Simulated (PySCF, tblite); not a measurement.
# C4H5BF3NO: geometry, infrared bands, NMR shifts, spin-spin couplings and electronic excitations

Wanted: the infrared bands, NMR shifts, spin-spin couplings and electronic excitations of C4H5BF3NO (`[BH3-][N+]#CCC(=O)C(F)(F)F`), by calculation.

Computed with tblite 0.8.0 and PySCF 2.14.0, with density-fitted response routines of our own, on a single molecule in the gas phase. Atoms are numbered from 0 throughout.

## (1) Starting geometry

15 atoms, charge 0, multiplicity 1; geometry from: force field or distance geometry start.

Bonds of the start (Å): B0–N1 1.51, N1–C2 1.15, C2–C3 1.48, C3–C4 1.49, C4–O5 1.23, C4–C6 1.51, C6–F7 1.35, C6–F8 1.39, C6–F9 1.37, B0–H10 1.19, B0–H11 1.18, B0–H12 1.19, C3–H13 1.10, C3–H14 1.13.

## (2) Relaxing the molecule with GFN2-xTB

What the job is given:

```
{"job": {"kind": "relax", "xc": "GFN2-xTB", "basis": "xTB"}, "charge": 0, "multiplicity": 1}
B      3.373300     0.346400    -0.055300
N      1.948000    -0.126700     0.107400
C      0.879500    -0.523400     0.255600
C     -0.515400    -0.985200     0.404500
C     -1.427100    -0.017200    -0.269500
O     -0.995500     0.974400    -0.849800
C     -2.905700    -0.300200    -0.243600
F     -3.639000     0.640700    -0.885500
F     -3.287900    -0.331500     1.096200
F     -3.095400    -1.567100    -0.733400
H      3.886600     0.500000     1.005100
H      3.309400     1.359500    -0.657900
H      3.956000    -0.498600    -0.650500
H     -0.677800    -1.983600    -0.036600
H     -0.813500    -0.985200     1.491500
```

Launch:

```sh
> OMP_NUM_THREADS=1 python probes_run.py task.json out
```

The driver reads the jobs from task.json and runs them one after another.

**Question.** This job is followed by: GFN2-xTB harmonic vibrations, gas phase; PBE0-D3(BJ)/def2-SVP geometry optimisation, gas phase; GIAO PBE0/pcSseg-1 NMR shielding, non-relativistic, gas phase; B3LYP/pcJ-1 indirect spin-spin coupling, non-relativistic, gas phase; TDDFT PBE0/def2-SVPD, vertical, gas phase, core orbitals frozen in the response. What will the session give for the following? strongest single infrared mode (GFN2-xTB); zero-point energy (GFN2-xTB); point group; rotational constants (main isotopes); ¹³C shifts against TMS (PBE0/pcSseg-1); ¹H shifts against TMS (PBE0/pcSseg-1, means over atoms taken as alike); ¹¹B shifts against BF3·OEt2 (PBE0/pcSseg-1); ¹⁵N shifts against NH3 (PBE0/pcSseg-1); ¹⁷O shifts against H2O (PBE0/pcSseg-1); ¹⁹F shifts against CFCl3 (PBE0/pcSseg-1, means over atoms taken as alike); largest coupling of the table (B3LYP/pcJ-1); lowest singlet (PBE0/def2-SVPD); brightest single state of those computed; lowest triplet; vertical ionisation energy (ΔSCF); vertical electron affinity (ΔSCF).

As calculated:

| quantity | value |
| --- | --- |
| strongest single infrared mode (GFN2-xTB) | 1812 cm⁻¹, 372 km/mol |
| zero-point energy (GFN2-xTB) | 54.8 kcal/mol |
| point group | C1 |
| rotational constants (main isotopes) | 3.45, 0.58, 0.55 GHz |
| ¹³C shifts against TMS (PBE0/pcSseg-1) | 186.2, 119.8, 107.7, 27.6 ppm |
| ¹H shifts against TMS (PBE0/pcSseg-1, means over atoms taken as alike) | 3.88, 2.28 ppm |
| ¹¹B shifts against BF3·OEt2 (PBE0/pcSseg-1) | -36.5 ppm |
| ¹⁵N shifts against NH3 (PBE0/pcSseg-1) | 254.2 ppm |
| ¹⁷O shifts against H2O (PBE0/pcSseg-1) | 687.8 ppm |
| ¹⁹F shifts against CFCl3 (PBE0/pcSseg-1, means over atoms taken as alike) | -92.9 ppm |
| largest coupling of the table (B3LYP/pcJ-1) | ¹J(C,F) C6–F7, -357.5 Hz |
| lowest singlet (PBE0/def2-SVPD) | 4.20 eV (295 nm), f = 0.000 |
| brightest single state of those computed | state 7, 6.55 eV, f = 0.603 |
| lowest triplet | 3.68 eV |
| vertical ionisation energy (ΔSCF) | 10.12 eV |
| vertical electron affinity (ΔSCF) | 0.74 eV |

**Reading.** The optimisation took 56 steps and gained 0.394 eV; among the close pairs (by a distance rule), B0–N1 changed most, from 1.511 to 1.449 Å (GFN2-xTB). All 39 modes are real, so the xTB geometry is a minimum. The strongest single mode, at 1812 cm⁻¹, moves mainly C4 and O5. GFN2-xTB is a fitted tight-binding method: band positions and strengths are rough. Its intensities can rank the bands wrongly. Over 14 steps the energy fell by 0.267 eV; of the close pairs, B0–H12 changed most, 1.150 to 1.223 Å (PBE0/def2-SVP). C4 (ketone carbonyl carbon) lies farthest downfield among carbon, at 186.2 ppm; low-lying n→π* states of the double bond to the heteroatom give a large paramagnetic term (-252 ppm). At PBE0/pcSseg-1: Shielding is most anisotropic at O5 (span 1335 ppm, paramagnetic term -755 ppm). In the run at B3LYP/pcJ-1, the largest coupling of the table is C6–F7 (mean over like pairs), -357.5 Hz, of which the Fermi-contact term gives -329.6 Hz. Couplings across rotatable bonds belong to this one conformer; where others are populated, the observed values are averages. Density functionals describe couplings to fluorine poorly, F–F couplings above all, so those rows are rough. The first singlet state (HOMO→LUMO 0.69, HOMO−2→LUMO 0.27) lies at 4.20 eV and is dark; of the 10 states computed, the strongest absorption comes from state 7 at 6.55 eV. The lowest triplet lies 0.52 eV below the lowest singlet (triplets in Tamm-Dancoff, singlets in full TDDFT). ΔSCF puts the ionisation energy at 10.12 eV, 2.20 eV above −ε(HOMO).
